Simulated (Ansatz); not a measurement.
# C9H8: a ladder of functionals and wavefunction methods

The task here is to estimate one member of a computed series from the others.

The runs use Ansatz 0.2.0, Gaussian basis; functionals in def2-TZVPP, the program's frozen cores in correlated methods.

Levels to be run: LDA (SPW92), PBE-D4, revPBE-D4, BLYP-D4, r2SCAN-D4, B97M-V, PBE0-D4, B3LYP-D4, r2SCANh-D4, r2SCAN0-D4, HSE06-D4, BHLYP-D4, CAM-B3LYP-D4, LC-ωPBE, ωB97X-V, ωB97M-V, B2PLYP, PBE-QIDH; CCSD(T)/def2-SVP; CCSD(T)/def2-TZVPP; MP2/def2-QZVPP; extrapolation to the limit; RPA on PBE.

## Structure used throughout

All runs share one geometry, relaxed beforehand with PBE0-D4 in a triple-zeta def2 set.

SMILES `CC#Cc1ccccc1`, 17 atoms, charge 0, spin multiplicity 1.

Atoms are counted from 1 here; the program's logs count them from 0.

Bond lengths: C1–C2 1.449 Å, C1–H10 1.093 Å, C1–H11 1.093 Å, C1–H12 1.093 Å, C2–C3 1.205 Å, C3–C4 1.423 Å, C4–C5 1.398 Å, C4–C9 1.398 Å, C5–C6 1.384 Å, C5–H13 1.083 Å, C6–C7 1.388 Å, C6–H14 1.084 Å, C7–C8 1.388 Å, C7–H15 1.084 Å, C8–C9 1.384 Å, C8–H16 1.084 Å, C9–H17 1.083 Å. Angles: C2–C1–H10 111.0°, C2–C1–H11 111.0°, C2–C1–H12 111.0°, H10–C1–H11 107.9°, H10–C1–H12 108.0°, H11–C1–H12 107.8°, C1–C2–C3 179.9°, C2–C3–C4 179.9°, C3–C4–C5 120.6°, C3–C4–C9 120.5°, C5–C4–C9 118.9°, C4–C5–C6 120.4°, C4–C5–H13 119.1°, C6–C5–H13 120.5°, C5–C6–C7 120.3°, C5–C6–H14 119.6°, C7–C6–H14 120.1°, C6–C7–C8 119.7° and more.

Set-up of the first run:

The input, in.yaml:

```yaml
crystal:
  periodic: [false, false, false]
  atoms:
    - {symbol: C, position_ang: [3.356059, -1.504055, -1.169655]}
    - {symbol: C, position_ang: [2.096704, -0.937840, -0.731196]}
    - {symbol: C, position_ang: [1.049000, -0.468245, -0.366463]}
    - {symbol: C, position_ang: [-0.188309, 0.085093, 0.066135]}
    - {symbol: C, position_ang: [-0.686624, 1.254733, -0.515196]}
    - {symbol: C, position_ang: [-1.890081, 1.789892, -0.090957]}
    - {symbol: C, position_ang: [-2.615535, 1.170368, 0.916805]}
    - {symbol: C, position_ang: [-2.129033, 0.008799, 1.499673]}
    - {symbol: C, position_ang: [-0.926331, -0.531992, 1.080462]}
    - {symbol: H, position_ang: [3.930007, -0.779106, -1.752057]}
    - {symbol: H, position_ang: [3.192946, -2.384819, -1.796675]}
    - {symbol: H, position_ang: [3.966730, -1.809640, -0.316137]}
    - {symbol: H, position_ang: [-0.117767, 1.735707, -1.301685]}
    - {symbol: H, position_ang: [-2.264756, 2.697449, -0.550366]}
    - {symbol: H, position_ang: [-3.557851, 1.591775, 1.247119]}
    - {symbol: H, position_ang: [-2.691038, -0.479991, 2.287287]}
    - {symbol: H, position_ang: [-0.543222, -1.438627, 1.532906]}
basis:
  gaussian: {orbitals: def2-TZVPP}
hamiltonian: {xc: lda}
output: {orbitals: {seedname: orbitals}}
```

The run is started by

```
$ ansatz run in.yaml --threads 2 --pin off --events-out ev --progress --plain --max-ram 32768MiB --backend cuda --devices 0, --max-vram 18GiB
```

Among the steps run: LDA; PBE-D4 (GGA); revPBE-D4 (GGA); BLYP-D4 (GGA); r2SCAN-D4 (meta-GGA); B97M-V (meta-GGA); B3LYP-D4 (hybrid); r2SCANh-D4 (hybrid); r2SCAN0-D4 (hybrid); HSE06-D4 (hybrid); BHLYP-D4 (hybrid); CAM-B3LYP-D4 (range-separated); LC-ωPBE (range-separated); ωB97X-V (range-separated); ωB97M-V (range-separated); B2PLYP (double hybrid); PBE-QIDH (double hybrid).

One of the session's tables, all rows but one given; the rest of the session is left out.

It belongs to the step «Orbital energies across the functionals». 

| functional | HOMO (eV) | gap (eV) |
| --- | --- | --- |
| LDA (SPW92) | -5.75 | 3.91 |
| PBE-D4 | -5.56 | 3.95 |
| revPBE-D4 | -5.49 | 3.96 |
| BLYP-D4 | -5.37 | 3.93 |
| r2SCAN-D4 | -5.71 | 4.25 |
| B97M-V | -5.67 | 4.31 |
| PBE0-D4 | -6.52 | 5.74 |
| B3LYP-D4 | -6.30 | 5.36 |
| r2SCANh-D4 | -6.07 | 4.92 |
| r2SCAN0-D4 | -6.62 | 5.92 |
| HSE06-D4 | -6.13 | 4.99 |
| BHLYP-D4 | -7.29 | 7.52 |
| CAM-B3LYP-D4 | -7.68 | 7.95 |
| LC-ωPBE | -8.95 | 10.19 |
| ωB97X-V | -8.59 | 9.83 |
| ωB97M-V | ? | ? |

**Question.** Estimate the row for ωB97M-V.

The run gave: HOMO (eV): -8.51; gap (eV): 9.69. In the column «HOMO (eV)» it lies between ωB97X-V (-8.59) and CAM-B3LYP-D4 (-7.68).
